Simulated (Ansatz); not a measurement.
# BClGaH3: small, medium and large basis sets

An exercise on one series of results from a longer session: the logs are not shown, and one member is left open.

Program: Ansatz 0.2.0, Gaussian basis. Level of theory: one geometry, several basis sets. These are calculated values, not measurements.

Plan: PBE0-D4/def2-SVP; ωB97M-V/def2-SVP; PBE0-D4/def2-QZVPP; ωB97M-V/def2-QZVPP; the functionals' def2-TZVPP values are taken from earlier runs.

## Structure used throughout

All runs share one geometry, relaxed beforehand with PBE0-D4 in a triple-zeta def2 set.

SMILES `Cl[BH][GaH2]`, 6 atoms, charge 0, spin multiplicity 1.

Atoms are counted from 1 here; the program's logs count them from 0.

Bond lengths: Cl1–B2 1.749 Å, B2–Ga3 2.085 Å, B2–H4 1.196 Å, Ga3–H5 1.573 Å, Ga3–H6 1.573 Å. Angles: Cl1–B2–Ga3 119.1°, Cl1–B2–H4 114.7°, Ga3–B2–H4 126.2°, B2–Ga3–H5 121.6°, B2–Ga3–H6 121.5°, H5–Ga3–H6 116.9°.

The first run:

The input, in.yaml:

```yaml
crystal:
  periodic: [false, false, false]
  atoms:
    - {symbol: Cl, position_ang: [-0.771564, -2.064153, 0.922079]}
    - {symbol: B, position_ang: [-0.515241, -0.875284, -0.335415]}
    - {symbol: Ga, position_ang: [0.494948, 0.888470, 0.128801]}
    - {symbol: H, position_ang: [-0.955751, -1.176420, -1.405844]}
    - {symbol: H, position_ang: [2.059758, 0.997640, 0.006484]}
    - {symbol: H, position_ang: [-0.270050, 2.165747, 0.637594]}
basis:
  gaussian: {orbitals: def2-SVP}
hamiltonian: {xc: pbe0, dispersion: d4}
output: {orbitals: {seedname: orbitals}}
```

The run is started by

```console
> ansatz run in.yaml --threads 2 --pin off --events-out ev --progress --plain --max-ram 4352MiB
```

Steps of the session up to this table: PBE0-D4 in def2-SVP; ωB97M-V in def2-SVP; PBE0-D4 in def2-QZVPP; ωB97M-V in def2-QZVPP.

One table of the session follows, with a row left open; its other results are not shown here.

```
functional       basis  HOMO (eV)  LUMO (eV)
   PBE0-D4    def2-SVP      -7.30      -1.91
   PBE0-D4  def2-TZVPP      -7.38      -2.04
   PBE0-D4  def2-QZVPP      -7.39      -2.07
   ωB97M-V    def2-SVP          ?          ?
   ωB97M-V  def2-TZVPP      -9.50      -0.13
   ωB97M-V  def2-QZVPP      -9.52      -0.27
```

**Question.** Estimate the row for ωB97M-V, def2-SVP.

As computed: HOMO (eV): -9.39; LUMO (eV): -0.03. In the column «HOMO (eV)» it lies between ωB97M-V, def2-TZVPP (-9.50) and PBE0-D4, def2-QZVPP (-7.39).
